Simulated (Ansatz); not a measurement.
# Y: the cost of one run

Method: DFT PBE, scalar-relativistic, plane waves, PAW, in Ansatz 0.2.0.

1 further run of the same task is left out (set aside as unsound or not needed).

### Step 1. The system as given

The structure is hexagonal, space group P6_3/mmc (No. 194). Conventional cell: a = 3.657 Å, b = 3.657 Å, c = 5.674 Å, α = 90.00°, β = 90.00°, γ = 120.00°. Y (site symmetry -6m2) has 12 Y at 3.54 to 3.66 Å as nearest neighbours.

Coordinates:

```xyz
2
Lattice="3.6571 0.0000 0.0000 -1.8286 3.1671 0.0000 0.0000 0.0000 5.6741" Properties=species:S:1:pos:R:3 pbc="T T T"
Y     0.0000    2.1114    1.4185
Y     1.8286    1.0557    4.2555
```

It is the result of an earlier relaxation at this level (volume 32.86 Å³/atom; gap on the mesh: none (metal)).

### Step 2. The bulk in the cell of the plane

Contents of input.yaml:

```yaml
crystal:
  lattice:
    - [3.6571046517, 0.0, 0.0]
    - [0.0, 5.674065978, 0.0]
    - [1.8285523259, 0.0, 3.1671455327]
  atoms:
    - { symbol: "Y", position: [0.3333333333, 0.75, 0.3333333333] }
    - { symbol: "Y", position: [0.6666666667, 0.25, 0.6666666667] }
basis:
  ecutwfc: 420
kpoints:
  mp_grid: { grid: [10, 6, 11] }
hamiltonian:
  xc: pbe
scf:
  occupations: { method: gaussian, width: 0.1 }
output:
  forces: true
  stress: true
  eigenvalues: true
```

Launch:

```bash
$ ansatz run input.yaml --threads 1 --pin off --max-ram 2560MiB --backend cpu --events-out ev --progress --plain --runs-dir out
```

What time and memory should one allow on 1 thread of Arm Neoverse V1, shared host?

About 9.6 s, with a peak of 0.45 GiB.
